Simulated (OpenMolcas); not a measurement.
**CH6BSb (SMILES C[BH][SbH2]), step by step, part 1 of 2**

Aim: a series of 14 runs (HF/ANO-RCC-MB, CASSCF(4,4)/ANO-RCC-VDZ, CASPT2(4,4)/ANO-RCC-VDZ, MC-PDFT[ftLSDA](4,4)/ANO-RCC-VDZ, CASPT2[IPEA 0](4,4)/ANO-RCC-VDZ, MC-PDFT[tBLYP](4,4)/ANO-RCC-VDZ, RASPT2(4,4)/ANO-RCC-VDZ) of CH6BSb. 

Program for the calculation: OpenMolcas 26.06.

1 further run of the same task is left out (it didn't finish).

### 1 The structure to begin with

CH6BSb: 9 atoms, total charge 0, spin state singlet. As SMILES, `C[BH][SbH2]`. The shape is that of a PBE0-D4/def2-TZVP optimisation. This is one conformer, not always the lowest.

Bond lengths: C1–B2 1.551 Å, B2–Sb3 2.227 Å, C1–H4 1.102 Å, C1–H5 1.095 Å, C1–H6 1.091 Å, B2–H7 1.199 Å, Sb3–H8 1.703 Å, Sb3–H9 1.705 Å. Some angles: C1–B2–Sb3 123.7°, C1–B2–H7 119.7°, Sb3–B2–H7 116.5°, B2–C1–H4 105.1°, B2–C1–H5 112.5°, B2–C1–H6 116.5°, B2–Sb3–H8 95.0°, B2–Sb3–H9 95.1°, H4–C1–H5 104.9°, H4–C1–H6 107.2°.

### 2 The energy at HF/ANO-RCC-MB (DKH2) (run 1)

step1.inp reads:

```
&GATEWAY
BasisSet
C.ANO-RCC-MB....
C1 -0.696500 0.976700 -0.600500 angstrom
End of Basis
BasisSet
B.ANO-RCC-MB....
B2 0.386200 -0.132200 -0.547000 angstrom
End of Basis
BasisSet
Sb.ANO-RCC-MB....
Sb3 1.415200 -0.767000 1.323700 angstrom
End of Basis
BasisSet
H.ANO-RCC-MB....
H4 -1.637800 0.449300 -0.824500 angstrom
H5 -0.551700 1.662600 -1.441500 angstrom
H6 -0.856700 1.545300 0.316400 angstrom
H7 0.752700 -0.653500 -1.562200 angstrom
H8 1.258000 -2.435000 1.019200 angstrom
H9 0.019000 -0.692400 2.299200 angstrom
End of Basis
&SEWARD
Relativistic
R02E00
&SCF
PrOrbitals
0
```

Started as:

```console
$ export MOLCAS_MEM=1860
$ pymolcas step1.inp > step1.log
```

The program printed, shortened:

```text
--- Start Module: gateway ---
[...]
--- Stop Module: gateway /rc=_RC_ALL_IS_WELL_ ---
--- Start Module: seward ---
[...]
      Basis functions           43
--- Stop Module: seward /rc=_RC_ALL_IS_WELL_ ---
[...]
--- Start Module: scf ---
[...]
       Convergence after  10 Iterations
[...]
::    Total SCF energy                              -6542.3858260338
[...]
      Total spin, S                                     0.0000000000
[...]
      Total electronic charge=   68.000000
      Total            charge=   -0.000000
[...]
      Dipole Moment (debye):
      Origin of the operator (angstrom)=    1.1068   -0.5508    0.9777
                   X= -1.1469E+00               Y=  2.5336E-01               Z= -6.0420E-01           Total=  1.3208E+00
      Quadrupole Moment (debye*angstrom):
[...]
--- Stop Module: scf /rc=_RC_ALL_IS_WELL_ ---
[...]
```

It took 4.5 s on 1 thread of Intel Xeon 6975P-C (Granite Rapids), shared host; peak memory 0.41 GiB.

### 3 The vertical excitations at CASSCF(4,4)/ANO-RCC-VDZ (DKH2, 4 states averaged) (run 2)

step2.inp reads:

```
&GATEWAY
  BASISSET
  C.ANO-RCC-MB....
  C1 -0.696500 0.976700 -0.600500 angstrom
  End of Basis
  BASISSET
  B.ANO-RCC-MB....
  B2 0.386200 -0.132200 -0.547000 angstrom
  End of Basis
  BASISSET
  Sb.ANO-RCC-MB....
  Sb3 1.415200 -0.767000 1.323700 angstrom
  End of Basis
  BASISSET
  H.ANO-RCC-MB....
  H4 -1.637800 0.449300 -0.824500 angstrom
  H5 -0.551700 1.662600 -1.441500 angstrom
  H6 -0.856700 1.545300 0.316400 angstrom
  H7 0.752700 -0.653500 -1.562200 angstrom
  H8 1.258000 -2.435000 1.019200 angstrom
  H9 0.019000 -0.692400 2.299200 angstrom
  End of Basis

&SEWARD
  RELATIVISTIC=R02E00

&RASSCF
  FILEORB=$CurrDir/step1.ScfOrb
  SPIN=1
  NACTEL=4 0 0
  INACTIVE=32
  RAS2=4
  CIROOT=4 4 1
  ORBLISTING=Nothing
>>> COPY $Project.RunFile RUNFIL1
>>> COPY $Project.RasOrb INPORB

&GATEWAY
  BASISSET
  C.ANO-RCC-VDZ....
  C1 -0.696500 0.976700 -0.600500 angstrom
  End of Basis
  BASISSET
  B.ANO-RCC-VDZ....
  B2 0.386200 -0.132200 -0.547000 angstrom
  End of Basis
  BASISSET
  Sb.ANO-RCC-VDZ....
  Sb3 1.415200 -0.767000 1.323700 angstrom
  End of Basis
  BASISSET
  H.ANO-RCC-VDZ....
  H4 -1.637800 0.449300 -0.824500 angstrom
  H5 -0.551700 1.662600 -1.441500 angstrom
  H6 -0.856700 1.545300 0.316400 angstrom
  H7 0.752700 -0.653500 -1.562200 angstrom
  H8 1.258000 -2.435000 1.019200 angstrom
  H9 0.019000 -0.692400 2.299200 angstrom
  End of Basis

&SEWARD
  RELATIVISTIC=R02E00
>>> COPY $Project.RunFile RUNFIL2

&EXPBAS

&RASSCF
  FILEORB=$Project.ExpOrb
  SPIN=1
  NACTEL=4 0 0
  INACTIVE=32
  RAS2=4
  CIROOT=4 4 1
  ORBLISTING=Few
  ORBAPPEAR=Compact
```

Started as:

```console
$ export MOLCAS_MEM=1860
$ pymolcas step2.inp > step2.log
```

The program printed, shortened:

```text
--- Start Module: gateway ---
[...]
--- Stop Module: gateway /rc=_RC_ALL_IS_WELL_ ---
[...]
      Basis functions           43
[...]
      Number of active orbitals                  4
[...]
      Spin quantum number                      0.0
[...]
      Active orbitals                            4
[...]
      Number of CSFs                            20
[...]
      Number of root(s) required                 4
[...]
      Convergence after 19 iterations
[...]
      printout of CI-coefficients larger than  0.05 for root  1
      energy=   -6542.397256
      conf/sym  1111     Coeff  Weight
             1  2200   0.95400 0.91011
             2  2ud0   0.17218 0.02965
             3  2u0d   0.10693 0.01143
             5  u20d  -0.19030 0.03621
            14  0202  -0.06899 0.00476
[...]
      Natural orbitals and occupation numbers for root  1
      sym 1:   1.967963   1.992525   0.008074   0.031437
      Natural orbitals and occupation numbers for root  2
      sym 1:   1.984675   1.175583   0.824939   0.014804
      Natural orbitals and occupation numbers for root  3
      sym 1:   1.052673   1.965648   0.952180   0.029499
[...]
::    RASSCF root number  1 Total energy:  -6542.39725606
::    RASSCF root number  2 Total energy:  -6542.22509327
[...]
      Basis functions           61
[...]
--- Start Module: expbas ---
[...]
--- Stop Module: expbas /rc=_RC_ALL_IS_WELL_ ---
[...]
      Convergence after 33 iterations
[...]
      Natural orbitals and occupation numbers for root  1
      sym 1:   1.994278   1.989598   0.011170   0.004954
      Natural orbitals and occupation numbers for root  2
      sym 1:   1.979278   1.179156   0.821452   0.020114
      Natural orbitals and occupation numbers for root  3
      sym 1:   1.084912   1.891510   0.935050   0.088527
      Natural orbitals and occupation numbers for root  4
      sym 1:   1.952946   1.038945   0.044490   0.963619
      ************************************************************************************************************************
      *                                                    Final results                                                     *
[...]
::    RASSCF root number  1 Total energy:  -6542.46961311
::    RASSCF root number  2 Total energy:  -6542.30891981
::    RASSCF root number  3 Total energy:  -6542.24411725
::    RASSCF root number  4 Total energy:  -6542.22335715
[...]
      Total electronic charge=   68.000000
      Total            charge=   -0.000000
[...]
```

Wall time 13 s (1 thread of Intel Xeon 6975P-C (Granite Rapids), shared host); peak memory 0.41 GiB.

The roots found:

```tsv
excited state	energy (eV)
1	4.373
2	6.136
3	6.701
```

Runs 3 to 8 aren't shown in full; the table further down has their settings and results.

### 4 The excited states at CASPT2[IPEA 0](4,4)/ANO-RCC-VDZ (DKH2, PCM chloroform, ipea shift 0 Eh, pt2 variant XMS, 4 states averaged, sigma1 shift 0.2) (run 9)

step9.input reads:

```
&GATEWAY
BasisSet
C.ANO-RCC-VDZ....
C1 -0.696500 0.976700 -0.600500 angstrom
End of Basis
BasisSet
B.ANO-RCC-VDZ....
B2 0.386200 -0.132200 -0.547000 angstrom
End of Basis
BasisSet
Sb.ANO-RCC-VDZ....
Sb3 1.415200 -0.767000 1.323700 angstrom
End of Basis
BasisSet
H.ANO-RCC-VDZ....
H4 -1.637800 0.449300 -0.824500 angstrom
H5 -0.551700 1.662600 -1.441500 angstrom
H6 -0.856700 1.545300 0.316400 angstrom
H7 0.752700 -0.653500 -1.562200 angstrom
H8 1.258000 -2.435000 1.019200 angstrom
H9 0.019000 -0.692400 2.299200 angstrom
End of Basis
RF-Input
PCM-Model
Solvent=chloroform
End of RF-Input
&SEWARD
Relativistic
R02E00
&RASSCF
FileOrb
$CurrDir/step2.RasOrb
Spin
1
Nactel
4 0 0
Inactive
32
Ras2
4
CIRoot
4 4 1
OrbListing
Few
OrbAppear
Compact
RFRoot
1
&CASPT2
XMultistate
all
IPEA
0
Sig1
0.2
RFPert
```

Started as:

```console
$ export MOLCAS_MEM=1860
$ pymolcas step9.input > step9.log
```

The program printed, shortened:

```text
--- Start Module: gateway ---
[...]
--- Stop Module: gateway /rc=_RC_ALL_IS_WELL_ ---
[...]
      Basis functions           61
[...]
--- Start Module: rasscf ---
[...]
      Number of active orbitals                  4
[...]
      Spin quantum number                      0.0
[...]
      Active orbitals                            4
[...]
      Number of CSFs                            20
[...]
      Number of root(s) required                 4
[...]
      Convergence after 69 iterations
[...]
      printout of CI-coefficients larger than  0.05 for root  1
      energy=   -6542.471489
      conf/sym  1111     Coeff  Weight
             1  2200  -0.98610 0.97240
             2  2ud0  -0.12065 0.01456
             5  u20d   0.07184 0.00516
[...]
      Natural orbitals and occupation numbers for root  1
      sym 1:   1.994728   1.991120   0.004384   0.009768
      Natural orbitals and occupation numbers for root  2
      sym 1:   1.981052   1.160764   0.839478   0.018706
      Natural orbitals and occupation numbers for root  3
      sym 1:   1.126487   1.840569   0.894461   0.138483
      Natural orbitals and occupation numbers for root  4
      sym 1:   1.920969   1.072378   0.077307   0.929346
      ************************************************************************************************************************
      *                                                    Final results                                                     *
[...]
::    RASSCF root number  1 Total energy:  -6542.47148927
::    RASSCF root number  2 Total energy:  -6542.30415712
[...]
      Total electronic charge=   68.000000
      Total            charge=   -0.000000
[...]
      Dipole Moment (debye):
      Origin of the operator (angstrom)=    1.1068   -0.5508    0.9777
                   X=  7.8879E-04               Y=  2.1444E+00               Z= -7.5189E-01           Total=  2.2724E+00
      Quadrupole Moment (debye*angstrom):
[...]
--- Stop Module: rasscf /rc=_RC_ALL_IS_WELL_ ---
[...]
--- Start Module: caspt2 ---
[...]
::    XMS-CASPT2 Root  1     Total energy:  -6542.67609291
::    XMS-CASPT2 Root  2     Total energy:  -6542.52013754
::    XMS-CASPT2 Root  3     Total energy:  -6542.46248965
::    XMS-CASPT2 Root  4     Total energy:  -6542.44396372
[...]
--- Stop Module: caspt2 /rc=_RC_ALL_IS_WELL_ ---
[...]
```

Run time: 60 s. Hardware: 1 thread of Intel Xeon 6975P-C (Granite Rapids), shared host; peak memory 0.41 GiB.

The roots found:

```tsv
excited state	energy (eV)
1	4.244
2	5.812
3	6.317
```

Runs 10 to 13 aren't shown in full; the table further down has their settings and results.

(Continued in part 2 of 2.)
